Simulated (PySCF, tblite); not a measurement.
# H4N2O2W: geometry, vibrations, single-point energies

Aim: compute the geometry, vibrations, single-point energies of H4N2O2W (`[NH2][W]([NH2])(=[O])=[O]`).

Programs: tblite 0.8.0 and PySCF 2.14.0, with routines of our own; each step states its level. All values are computed. Atoms count from 0.

3 further runs of the same task are left out: 3 for a known fault of the program.

### 1 The starting structure

9 atoms, charge 0, multiplicity 1; geometry from: start built from the parent or by distance geometry.

### 2 Geometry optimisation with GFN2-xTB

Job settings and geometry (Å):

```
{"job": {"kind": "relax", "xc": "GFN2-xTB", "basis": "xTB"}, "charge": 0, "multiplicity": 1}
W      0.577500    -0.005300     0.382200
O      0.443300     0.012700     2.051300
O      2.116600    -0.007300    -0.310700
N     -0.401000     1.641800    -0.298500
H     -0.114500     2.195600    -1.068600
H     -1.058600     2.200600     0.262400
N     -0.396300    -1.624000    -0.280700
H     -1.032800    -2.193900     0.287600
H     -0.107100    -2.208300    -1.075300
```

The run is started by

```bash
OMP_NUM_THREADS=1 python redox_run.py task.json out
```

The driver reads the jobs from task.json and runs them one after another.

The log of the run:

```text
step      E/eV     max force
  0    -503.20925    1.651
  1    -503.24139    0.401
  2    -503.24361    0.094
  3    -503.24410    0.072
  4    -503.24459    0.091
  5    -503.24490    0.073
  6    -503.24511    0.060
  7    -503.24524    0.033
  8    -503.24530    0.018
  9    -503.24532    0.014
 10    -503.24534    0.014
 11    -503.24535    0.015
 12    -503.24536    0.009
```

It took 0.06 s on 1 thread of Intel Xeon Platinum 8488C, shared host.

Along the way:

```csv
step,energy from step 0 (eV),largest force (eV/Å)
0,0.0000,1.6511
1,-0.0321,0.4009
2,-0.0344,0.0936
3,-0.0349,0.0715
4,-0.0353,0.0911
5,-0.0356,0.0731
6,-0.0359,0.0598
7,-0.0360,0.0333
8,-0.0360,0.0185
9,-0.0361,0.0142
10,-0.0361,0.0143
11,-0.0361,0.0145
12,-0.0361,0.0095
```

Close pairs (by a distance rule), those that changed most:

```
 bond  before (Å)  after (Å)  change (Å)
N3–H4       0.991      1.026      +0.035
W0–N3       2.033      2.003      -0.031
W0–O1       1.675      1.690      +0.016
N3–H5       1.029      1.026      -0.003
W0–O2       1.688      1.690      +0.002
N6–H8       1.028      1.026      -0.002
W0–N6       2.002      2.002      +0.000
N6–H7       1.026      1.026      +0.000
```

The next job starts from the end point, and lists it.

### 3 Harmonic vibrations with GFN2-xTB

Job settings and geometry (Å):

```
{"job": {"kind": "ir", "xc": "GFN2-xTB", "basis": "xTB"}, "charge": 0, "multiplicity": 1}
W      0.565465     0.003895     0.380025
O      0.448258     0.006473     2.066394
O      2.107092     0.001374    -0.313149
N     -0.393969     1.629646    -0.288282
H     -0.110789     2.208848    -1.086509
H     -1.052864     2.193848     0.260340
N     -0.390979    -1.627690    -0.277490
H     -1.036377    -2.195641     0.283219
H     -0.108704    -2.208776    -1.074917
```

The log of the run:

```text
mode    cm-1     km/mol
  1     161.0      0.66
  2     164.4      3.66
  3     172.4      0.03
  4     184.2     36.67
  5     247.8     30.55
  6     264.4      0.06
  7     296.7      0.61
  8     460.3    139.49
  9     467.6      2.39
 10     483.3      1.00
 11     486.8    312.82
 12     493.8    160.38
 13     494.6    217.53
 14     809.5     43.05
 15     839.5    104.55
 16    1476.6     59.66
 17    1478.3     12.22
 18    3265.8      0.95
 19    3268.5      0.12
 20    3277.5      1.94
 21    3284.4      0.03
ZPE 132.052  H(298)-E 156.149  G(298)-E 47.775 kJ/mol  S 363.49 J/(mol K)
```

Run time: 0.22 s. Hardware: 1 thread of Intel Xeon Platinum 8488C, shared host.

Which atoms move in the most intense modes:

| cm⁻¹ | km/mol | atoms |
| --- | --- | --- |
| 184 | 36.7 | O1 35 %, O2 32 %, W0 13 % |
| 460 | 139.5 | N6 40 %, N3 39 % |
| 487 | 312.8 | H5 19 %, H7 18 %, H4 18 %, H8 17 % |
| 494 | 160.4 | H7 20 %, H4 18 %, H8 17 %, N6 14 % |
| 495 | 217.5 | N6 21 %, N3 19 %, H8 16 %, H5 13 % |
| 810 | 43.0 | O1 48 %, O2 47 % |
| 840 | 104.5 | O2 45 %, O1 44 %, W0 11 % |
| 1477 | 59.7 | H7 37 %, H8 37 % |

### 4 Geometry optimisation at BP86-D3(BJ)/def2-SVP

The job, as its differences from that of step 3:

```diff
@@ -1,2 +1,2 @@
-{"job": {"kind": "ir", "xc": "GFN2-xTB", "basis": "xTB"}, "charge": 0, "multiplicity": 1}
+{"job": {"xc": "BP86", "basis": "def2-SVP", "d3": "d3bj", "grid": 1, "kind": "geom"}, "charge": 0, "multiplicity": 1}
 W      0.565465     0.003895     0.380025
```

The log of the run:

```text
step   0  E = -329.56774617  max force = 0.078141
step   1  E = -329.56711939  max force = 0.069368
step   2  E = -329.57454130  max force = 0.004797
step   3  E = -329.57563267  max force = 0.004343
step   4  E = -329.57579325  max force = 0.003317
step   5  E = -329.57586702  max force = 0.001608
step   6  E = -329.57596313  max force = 0.002024
step   7  E = -329.57599239  max force = 0.001238
step   8  E = -329.57599967  max force = 0.000475
step   9  E = -329.57600072  max force = 0.000198
optimisation converged
```

It took 74 s on 1 thread of Intel Xeon Platinum 8488C, shared host.

Step by step: (the energy doesn't fall at every step)

```
step  energy from step 0 (eV)  largest force component (eV/Å)
   0                   0.0000                          4.0182
   1                   0.0171                          3.5670
   2                  -0.1849                          0.2467
   3                  -0.2146                          0.2233
   4                  -0.2190                          0.1706
   5                  -0.2210                          0.0827
   6                  -0.2236                          0.1041
   7                  -0.2244                          0.0637
   8                  -0.2246                          0.0244
   9                  -0.2246                          0.0102
```

Close pairs (by a distance rule), those that changed most:

```
 bond  before (Å)  after (Å)  change (Å)
W0–O2       1.690      1.736      +0.046
W0–O1       1.690      1.736      +0.045
W0–N3       2.003      1.963      -0.040
W0–N6       2.002      1.963      -0.040
N6–H7       1.026      1.025      -0.001
N3–H5       1.026      1.025      -0.001
N6–H8       1.026      1.025      -0.001
N3–H4       1.026      1.026      -0.001
```

The next job starts from the end point, and lists it.

```csv
at the end point,value
point group (found at 0.08 Å tolerance),C2v
"rotational constants (GHz, main isotopes)","3.595, 3.116, 3.093"
dipole moment (D),4.66
```

### 5 Single point (H4N2O2W): B3LYP-D3(BJ)/ma-def2-SVP

Geometry: BP86-D3(BJ)/def2-SVP.

Job settings and geometry (Å):

```
{"job": {"kind": "sp", "xc": "B3LYP", "basis": "ma-def2-SVP", "d3": "d3bj", "grid": 2}, "charge": 0, "multiplicity": 1}
W      0.515416    -0.192039     0.351681
O      0.408994    -0.464534     2.062596
O      2.090658    -0.480787    -0.319465
N      0.060201     1.688192     0.021333
H      0.438684     2.250212    -0.748459
H     -0.536268     2.257013     0.631401
N     -0.741619    -1.421178    -0.520660
H     -1.579872    -1.807420    -0.073930
H     -0.611424    -1.813968    -1.458957
```

The log of the run:

```text
coarse grid: 39424 points
cycle   1  E = -328.9347359204  dE = -1.208e+01  |g| = 1.605e+00  |ddm| = 7.822e+00
cycle   2  E = -322.7702287736  dE =  6.165e+00  |g| = 5.278e+00  |ddm| = 4.899e+00
cycle   3  E = -329.3243675197  dE = -6.554e+00  |g| = 7.888e-01  |ddm| = 4.314e+00
cycle   4  E = -329.4441804925  dE = -1.198e-01  |g| = 3.553e-01  |ddm| = 9.735e-01
cycle   5  E = -329.4658357667  dE = -2.166e-02  |g| = 1.414e-01  |ddm| = 3.191e-01
cycle   6  E = -329.4705600900  dE = -4.724e-03  |g| = 3.570e-02  |ddm| = 1.720e-01
cycle   7  E = -329.4706454601  dE = -8.537e-05  |g| = 3.072e-02  |ddm| = 3.724e-02
cycle   8  E = -329.4708335394  dE = -1.881e-04  |g| = 6.286e-03  |ddm| = 2.186e-02
cycle   9  E = -329.4708408015  dE = -7.262e-06  |g| = 1.577e-03  |ddm| = 3.891e-03
final grid: 81480 points
cycle  10  E = -329.4708226681  dE =  4.499e-06  |g| = 5.063e-03  |ddm| = 4.622e-03
cycle  11  E = -329.4707709434  dE =  5.172e-05  |g| = 1.705e-02  |ddm| = 1.534e-02
cycle  12  E = -329.4708276441  dE = -5.670e-05  |g| = 2.106e-04  |ddm| = 1.189e-02
cycle  13  E = -329.4708276530  dE = -8.882e-09  |g| = 5.824e-05  |ddm| = 1.818e-04
converged SCF energy = -329.4708276530
```

Run time: 8.1 s. Hardware: 1 thread of Intel Xeon Platinum 8488C, shared host.

The fields below are evaluated on a grid from the run's orbitals.

Frontier orbitals at B3LYP/ma-def2-SVP, with the share of their density that lies nearest to each atom:

```
orbital  energy (eV)                          lies on
   HOMO        -7.72           N3, N6 about 35 % each
   LUMO        -1.93  W0 52 %; O1, O2 about 17 % each
```

ELF in a plane through or near 3 of the atoms.

Ten even steps from '0' (0.00) to '9' (0.90):
```
0000000000000000000000000000
0000000000000000000000000000
0000000000000000000000000000
0000000000000000000000000000
0000000001110000011000000000
0000000013551001553100000000
0000000135774004775310000000
0000001578996226998751000000
0000013753896226983573100000
0000114843692232974584110000
0000235899838777389985320000
0000146786239109337876410000
0000013441018998101443100000
0000000000001221000000000000
0000000000001111000000000000
0000000000000000000000000000
0000000000000000000000000000
0000000000000000000000000000
0000000000000000000000000000
0000000000000000000000000000
```
The map spans 9.5 Å across and 8.4 Å up, centred on the molecule. Atoms in the plane (x, y in Å): W0 (0.0, -0.7), N3 (-1.6, 0.4), N6 (1.6, 0.4).

On the surface of density 0.002 e/bohr³ the electrostatic potential runs, from the 1st to the 99th percentile, from -1.72 V near O2 to 2.16 V near H7.

### 6 Single point (H₄N₂O₂W+ (doublet)): B3LYP-D3(BJ)/ma-def2-SVP

Geometry: BP86-D3(BJ)/def2-SVP, that of another charge or spin state.

The job, as its differences from that of step 5:

```diff
@@ -1,2 +1,2 @@
-{"job": {"kind": "sp", "xc": "B3LYP", "basis": "ma-def2-SVP", "d3": "d3bj", "grid": 2}, "charge": 0, "multiplicity": 1}
+{"job": {"kind": "sp", "xc": "B3LYP", "basis": "ma-def2-SVP", "d3": "d3bj", "grid": 2}, "charge": 1, "multiplicity": 2}
 W      0.515416    -0.192039     0.351681
```

The log of the run:

```text
final grid: 81480 points
cycle   1  E = -329.1079350103  dE =  7.312e-09  |g| = 1.441e-04  |ddm| = 1.535e-04
cycle   2  E = -329.1079349094  dE =  1.009e-07  |g| = 5.259e-04  |ddm| = 4.839e-04
cycle   3  E = -329.1079350179  dE = -1.085e-07  |g| = 3.953e-05  |ddm| = 3.764e-04
cycle   4  E = -329.1079350186  dE = -7.452e-10  |g| = 2.895e-06  |ddm| = 3.570e-05
converged SCF energy = -329.1079350186
```

Run time: 1.9 min. Hardware: 1 thread of Intel Xeon Platinum 8488C, shared host; peak memory 0.59 GiB.

### 7 Relaxing the molecule with GFN2-xTB

This step treats H4N2O2W+ (doublet).

Job settings and geometry (Å):

```
{"job": {"kind": "relax", "xc": "GFN2-xTB", "basis": "xTB"}, "charge": 1, "multiplicity": 2}
W      0.531700    -0.198200     0.346400
O      0.398300    -0.455900     2.039600
O      2.108100    -0.488400    -0.316300
N      0.057700     1.702800     0.000700
H      0.435500     2.246400    -0.737100
H     -0.547300     2.255300     0.622600
N     -0.741200    -1.415300    -0.531700
H     -1.568400    -1.798400    -0.068900
H     -0.602400    -1.820800    -1.460200
```

The log of the run:

```text
step      E/eV     max force
  0    -489.22865    1.853
  1    -489.32369    0.803
  2    -489.33981    0.310
  3    -489.35175    0.399
  4    -489.36517    0.261
  5    -489.36788    0.128
  6    -489.36846    0.060
  7    -489.36877    0.065
  8    -489.36931    0.091
  9    -489.36987    0.079
 10    -489.37028    0.050
 11    -489.37052    0.042
 12    -489.37074    0.066
 13    -489.37111    0.100
 14    -489.37164    0.126
 15    -489.37226    0.128
 16    -489.37283    0.104
 17    -489.37322    0.066
 18    -489.37345    0.051
 19    -489.37360    0.040
 20    -489.37375    0.051
 21    -489.37396    0.073
 22    -489.37422    0.077
 23    -489.37442    0.048
 24    -489.37448    0.017
 25    -489.37450    0.010
 26    -489.37451    0.010
 27    -489.37452    0.011
 28    -489.37453    0.006
```

Run time: 0.13 s. Hardware: 1 thread of Intel Xeon Platinum 8488C, shared host.

Along the way:

```csv
step,energy from step 0 (eV),largest force (eV/Å)
0,0.0000,1.8534
1,-0.0950,0.8034
2,-0.1112,0.3101
3,-0.1231,0.3986
4,-0.1365,0.2606
5,-0.1392,0.1285
6,-0.1398,0.0604
7,-0.1401,0.0652
8,-0.1407,0.0910
9,-0.1412,0.0789
10,-0.1416,0.0498
11,-0.1419,0.0418
12,-0.1421,0.0658
13,-0.1425,0.1002
14,-0.1430,0.1260
15,-0.1436,0.1280
16,-0.1442,0.1040
17,-0.1446,0.0658
18,-0.1448,0.0509
19,-0.1449,0.0403
20,-0.1451,0.0511
21,-0.1453,0.0729
22,-0.1456,0.0771
23,-0.1458,0.0483
24,-0.1458,0.0172
25,-0.1458,0.0100
26,-0.1459,0.0105
27,-0.1459,0.0108
28,-0.1459,0.0062
```

Distances of close pairs at the start and the end, largest changes first:

```csv
bond,before (Å),after (Å),change (Å)
N3–H4,0.991,1.035,+0.044
W0–N6,1.968,2.011,+0.044
W0–O2,1.734,1.698,-0.036
W0–N3,1.989,2.011,+0.021
W0–O1,1.718,1.698,-0.020
N6–H7,1.022,1.035,+0.012
N6–H8,1.023,1.035,+0.012
N3–H5,1.029,1.035,+0.006
```

The next job starts from the end point, and lists it.

### 8 Infrared spectrum with GFN2-xTB

Job settings and geometry (Å):

```
{"job": {"kind": "ir", "xc": "GFN2-xTB", "basis": "xTB"}, "charge": 1, "multiplicity": 2}
W      0.550298    -0.202684     0.372748
O      0.365065    -0.441752     2.043832
O      2.060484    -0.459223    -0.360302
N      0.055252     1.712422     0.010484
H      0.472487     2.326949    -0.710201
H     -0.492803     2.335731     0.628470
N     -0.749846    -1.439521    -0.536021
H     -1.571800    -1.896708    -0.104588
H     -0.617244    -1.907736    -1.449239
```

The log of the run:

```text
mode    cm-1     km/mol
  1     141.8      2.23
  2     150.9      8.70
  3     155.1      0.26
  4     167.8     18.72
  5     191.4      0.04
  6     232.0     38.36
  7     250.5      0.52
  8     429.8      0.16
  9     432.3      0.12
 10     482.0      0.04
 11     501.4    191.89
 12     610.2     92.91
 13     619.5    414.55
 14     768.8      1.63
 15     772.9      1.34
 16    1394.1     82.08
 17    1397.8      8.18
 18    3168.9    242.20
 19    3173.3     90.69
 20    3174.1     90.82
 21    3181.5      0.89
ZPE 127.977  H(298)-E 152.686  G(298)-E 40.747 kJ/mol  S 375.45 J/(mol K)
```

Wall time 0.24 s (1 thread of Intel Xeon Platinum 8488C, shared host).

The strongest bands and the atoms that carry them (share of the mass-weighted mode):

```csv
cm⁻¹,km/mol,atoms
232,38.4,"O1 45 %, O2 44 %"
501,191.9,"H5 19 %, H4 18 %, H7 18 %, H8 18 %"
610,92.9,"H4 21 %, H5 21 %, H8 16 %, H7 16 %"
620,414.6,"H8 21 %, H7 21 %, H5 16 %, H4 16 %"
1394,82.1,"H4 30 %, H5 30 %, H8 16 %, H7 16 %"
3169,242.2,"H4 44 %, H5 25 %, H7 16 %, H8 11 %"
3173,90.7,"H8 55 %, H4 30 %"
3174,90.8,"H5 45 %, H7 44 %"
```

### 9 Geometry optimisation at BP86-D3(BJ)/def2-SVP

This step treats H₄N₂O₂W+ (doublet).

The job, as its differences from that of step 8:

```diff
@@ -1,2 +1,2 @@
-{"job": {"kind": "ir", "xc": "GFN2-xTB", "basis": "xTB"}, "charge": 1, "multiplicity": 2}
+{"job": {"xc": "BP86", "basis": "def2-SVP", "d3": "d3bj", "grid": 1, "kind": "geom"}, "charge": 1, "multiplicity": 2}
 W      0.550298    -0.202684     0.372748
```

The log of the run:

```text
step   0  E = -329.22559195  max force = 0.042908
step   1  E = -329.22732312  max force = 0.047490
step   2  E = -329.23106685  max force = 0.002907
step   3  E = -329.23030266  max force = 0.007644
step   4  E = -329.23102255  max force = 0.002800
step   5  E = -329.23115325  max force = 0.000568
step   6  E = -329.23114768  max force = 0.000809
step   7  E = -329.23115487  max force = 0.000201
optimisation converged
```

Wall time 2 min (1 thread of Intel Xeon Platinum 8488C, shared host).

The steps of the relaxation: (the energy doesn't fall at every step)

```
step  energy from step 0 (eV)  largest force component (eV/Å)
   0                   0.0000                          2.2064
   1                  -0.0471                          2.4420
   2                  -0.1490                          0.1495
   3                  -0.1282                          0.3931
   4                  -0.1478                          0.1440
   5                  -0.1513                          0.0292
   6                  -0.1512                          0.0416
   7                  -0.1514                          0.0103
```

Distances of close pairs at the start and the end, largest changes first:

| bond | before (Å) | after (Å) | change (Å) |
| --- | --- | --- | --- |
| W0–O2 | 1.698 | 1.718 | +0.020 |
| W0–O1 | 1.698 | 1.718 | +0.019 |
| W0–N3 | 2.011 | 2.015 | +0.004 |
| W0–N6 | 2.011 | 2.014 | +0.003 |
| N6–H8 | 1.035 | 1.037 | +0.002 |
| N3–H5 | 1.035 | 1.037 | +0.002 |
| N3–H4 | 1.035 | 1.037 | +0.002 |
| N6–H7 | 1.035 | 1.037 | +0.002 |

The end geometry stands in the next job.

| at the end point | value |
| --- | --- |
| point group (found at 0.08 Å tolerance) | C2v |
| rotational constants (GHz, main isotopes) | 3.551, 3.096, 2.961 |
| ⟨S²⟩ | 0.764 |

### 10 Single point (H₄N₂O₂W): B3LYP-D3(BJ)/ma-def2-SVP

Geometry: BP86-D3(BJ)/def2-SVP, that of another charge or spin state.

Job settings and geometry (Å):

```
{"job": {"kind": "sp", "xc": "B3LYP", "basis": "ma-def2-SVP", "d3": "d3bj", "grid": 2}, "charge": 0, "multiplicity": 1}
W      0.538170    -0.198120     0.362249
O      0.461741    -0.477700     2.055132
O      2.115305    -0.487195    -0.254210
N      0.041497     1.720739     0.001232
H      0.440938     2.299955    -0.760456
H     -0.545873     2.306347     0.623349
N     -0.752738    -1.443426    -0.554036
H     -1.591238    -1.858452    -0.107491
H     -0.604044    -1.862195    -1.490864
```

The log of the run:

```text
coarse grid: 39424 points
cycle   1  E = -328.9378802344  dE = -1.213e+01  |g| = 1.600e+00  |ddm| = 7.805e+00
cycle   2  E = -322.9354402863  dE =  6.002e+00  |g| = 5.260e+00  |ddm| = 4.793e+00
cycle   3  E = -329.3232526212  dE = -6.388e+00  |g| = 7.804e-01  |ddm| = 4.203e+00
cycle   4  E = -329.4386538630  dE = -1.154e-01  |g| = 3.668e-01  |ddm| = 9.651e-01
cycle   5  E = -329.4620702805  dE = -2.342e-02  |g| = 1.438e-01  |ddm| = 3.381e-01
cycle   6  E = -329.4672168862  dE = -5.147e-03  |g| = 2.598e-02  |ddm| = 1.784e-01
cycle   7  E = -329.4673675279  dE = -1.506e-04  |g| = 8.149e-03  |ddm| = 2.617e-02
cycle   8  E = -329.4673774844  dE = -9.956e-06  |g| = 3.981e-03  |ddm| = 5.880e-03
cycle   9  E = -329.4673800777  dE = -2.593e-06  |g| = 1.691e-03  |ddm| = 3.018e-03
final grid: 81480 points
cycle  10  E = -329.4673567208  dE =  5.362e-06  |g| = 5.472e-03  |ddm| = 4.903e-03
cycle  11  E = -329.4672940060  dE =  6.271e-05  |g| = 1.863e-02  |ddm| = 1.633e-02
cycle  12  E = -329.4673626115  dE = -6.861e-05  |g| = 3.435e-04  |ddm| = 1.263e-02
cycle  13  E = -329.4673626327  dE = -2.119e-08  |g| = 1.235e-04  |ddm| = 2.924e-04
cycle  14  E = -329.4673626356  dE = -2.905e-09  |g| = 3.137e-05  |ddm| = 1.033e-04
converged SCF energy = -329.4673626356
```

Run time: 4.8 s. Hardware: 1 thread of Intel Xeon Platinum 8488C, shared host.

### 11 Single point (H₄N₂O₂W+ (doublet)): B3LYP-D3(BJ)/ma-def2-SVP

Geometry: BP86-D3(BJ)/def2-SVP.

The job, as its differences from that of step 10:

```diff
@@ -1,2 +1,2 @@
-{"job": {"kind": "sp", "xc": "B3LYP", "basis": "ma-def2-SVP", "d3": "d3bj", "grid": 2}, "charge": 0, "multiplicity": 1}
+{"job": {"kind": "sp", "xc": "B3LYP", "basis": "ma-def2-SVP", "d3": "d3bj", "grid": 2}, "charge": 1, "multiplicity": 2}
 W      0.538170    -0.198120     0.362249
```

The log of the run:

```text
final grid: 81480 points
cycle   1  E = -329.1117496619  dE =  2.020e-09  |g| = 8.555e-05  |ddm| = 9.837e-05
converged SCF energy = -329.1117496619
```

Run time: 98 s. Hardware: 1 thread of Intel Xeon Platinum 8488C, shared host; peak memory 0.61 GiB.

### 12 Summary of results

```
                                 quantity                 value
strongest single infrared mode (GFN2-xTB)  487 cm⁻¹, 313 km/mol
             zero-point energy (GFN2-xTB)         31.6 kcal/mol
                              point group                   C2v
     rotational constants (main isotopes)  3.60, 3.12, 3.09 GHz
    surface potential, 1st and 99th percentile    -1.72 V and 2.16 V
```

What this shows: No mode is imaginary among the 21: a minimum at this level. Unscaled tight-binding wavenumbers are off by several per cent, some by more. Its intensities can rank the bands wrongly. Over 9 steps the energy fell by 0.225 eV; of the close pairs, W0–O2 changed most, 1.690 to 1.736 Å (BP86/def2-SVP). No frequency check was run at this level, so the end point may be a saddle. Steps that list no spin-orbit terms leave them out, which matters at and beside the heavy atoms. By nearest atom (B3LYP/ma-def2-SVP), the HOMO sits on N3, N6 about 35 % each and the LUMO on W0 52 %; O1, O2 about 17 % each.
